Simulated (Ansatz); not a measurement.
Working through a ranking of polymorphs by energy of 3 structures of SrMg

With Ansatz 0.2.0 through its Python package.

Notebook, run cell by cell (the value of a cell's last expression is shown):

**Cell 1**
```python
from dataclasses import dataclass

import ansatz as az
import numpy as np
import spglib
```

**Cell 2**
```python
@dataclass
class RunConfig:
    functional: str = 'r2scan'
    beta: float = 0.2
    tolerance: float = 1e-07
    max_iterations: int = 100
    kspacing: float = 0.39
    filling: str = 'fermi_dirac'
    sigma: float = 0.1
```

**Cell 3**
```python
settings = RunConfig()
```

**Cell 4**
```python
PHASES = {
    'Pm-3m': (
        [[4.190318, 0.0, 0.0], [0.0, 4.190318, 0.0], [0.0, 0.0, 4.190318]],
        [
            ('Sr', [0.5, 0.5, 0.5]),
            ('Mg', [0.0, 0.0, 0.0]),
        ],
    ),
    'Fm-3m': (
        [[0.0, 3.499514, 3.499514], [3.499514, 0.0, 3.499514], [3.499514, 3.499514, 0.0]],
        [
            ('Sr', [0.5, 0.5, 0.5]),
            ('Mg', [0.0, 0.0, 0.0]),
        ],
    ),
    'R-3m': (
        [[2.041807, 1.178838, 5.522416], [-2.041807, 1.178838, 5.522416], [0.0, -2.357676, 5.522416]],
        [
            ('Sr', [0.5, 0.5, 0.5]),
            ('Mg', [0.0, 0.0, 0.0]),
        ],
    ),
}
```

**Cell 5**
```python
def build(vectors, sites):
    crystal = az.Crystal(lattice=az.Lattice.of(vectors))
    for symbol, position in sites:
        crystal = crystal.atom(symbol, position)
    return crystal
```

**Cell 6**
```python
def run_phase(name, crystal):
    calc = crystal.calculation()
    calc = calc.functional(settings.functional)
    calc = calc.pseudopotentials('nc')
    calc = calc.mixing('msr1', ndim=6, beta=settings.beta)
    calc = calc.scf(tolerance=settings.tolerance, max_iterations=settings.max_iterations, self_checks='low').kpoints(spacing=settings.kspacing)
    calc = calc.occupations(settings.filling, width=settings.sigma)
    calc = calc.stress()
    calc = calc.band_table()
    calc = calc.relax(force_tolerance=0.03, max_steps=60, cell=True)
    return calc.run(threads=1)
```

**Cell 7**
```python
def space_group(outcome):
    sites = outcome.report['lattice']['sites']
    kinds = sorted({site['symbol'] for site in sites})
    cell = (outcome.lattice.cell_ang, [site['position_frac'] for site in sites], [kinds.index(site['symbol']) for site in sites])
    return spglib.get_spacegroup(cell, symprec=0.01)


def pressure_gpa(outcome):
    return float(np.trace(outcome.report['stress_gpa']) / 3)
```

**Cell 8**
```python
phases = {name: build(*cell) for name, cell in PHASES.items()}
```

**Cell 9**
```python
done = {name: run_phase(name, crystal) for name, crystal in phases.items()}
```
Output:
```text
DeckWarning: basis.ecutwfc = 1142.878222 eV, auto-derived from the records' recommended cutoffs: set by Mg (normal level)
DeckWarning: relax.cell: scf.convergence.dr2_threshold = 1e-7 eV (the SCF's general default) is looser than the 2e-10 eV advised for a relaxation that steers and ends on the stress (1e-10 eV for each atom of the cell: 2). What an SCF threshold leaves in a stress goes as its square root, and in the free energy as the [...]
```

**Cell 10**
```python
energy = {name: o.report['energy_sigma0_ev'] / len(o.lattice.sites) for name, o in done.items()}
lowest = min(energy.values())
rows = [(name, len(o.lattice.sites), 1000 * (energy[name] - lowest), space_group(o), pressure_gpa(o)) for name, o in done.items()]
rows.sort(key=lambda row: row[2])
print('     phase       atoms  dE (meV/atom)  space group     P (GPa)')
for row in rows:
    print(f'{str(row[0]):>10}  {row[1]:10d}  {row[2]:13.1f}  {str(row[3]):>11}  {row[4]:10.2f}')
print('order:', ' < '.join(row[0] for row in rows))
```
Output:
```text
     phase       atoms  dE (meV/atom)  space group     P (GPa)
     Pm-3m           2            0.0  Pm-3m (221)        0.01
      R-3m           2          142.0   R-3m (166)       -0.03
     Fm-3m           2          283.3  Fm-3m (225)        0.01
order: Pm-3m < R-3m < Fm-3m
```

By space group at the end of each run: Pm-3m (+0 meV an atom, 37.3 Å³), R-3m (+142 meV an atom, 40.1 Å³) and Fm-3m (+283 meV an atom, 43.6 Å³).

Notes:
- These settings explore the input space; cutoff and mesh may be short of convergence.
- Such functionals run on norm-conserving files made under PBE, which can move pressures by some GPa.
- For the metals among these phases the mesh is modest: differences between phases can be off by up to 40 meV an atom.
- Pressure is positive in compression.
- The cells come from databases of deposited and of computed structures, and not all need be stable phases.
- Warnings are shown shortened and without file and line.
- The ranking holds among these structures alone, at zero temperature; the ground state may be another structure. Differences under about 40 meV an atom lie within the error of mesh and functional.
- It ran for 2.3 min on 1 thread of Arm Neoverse V1, with other jobs on the host, peak memory 1.3 GiB.

(Lines on the test bed's own set-up are left out of the output.)
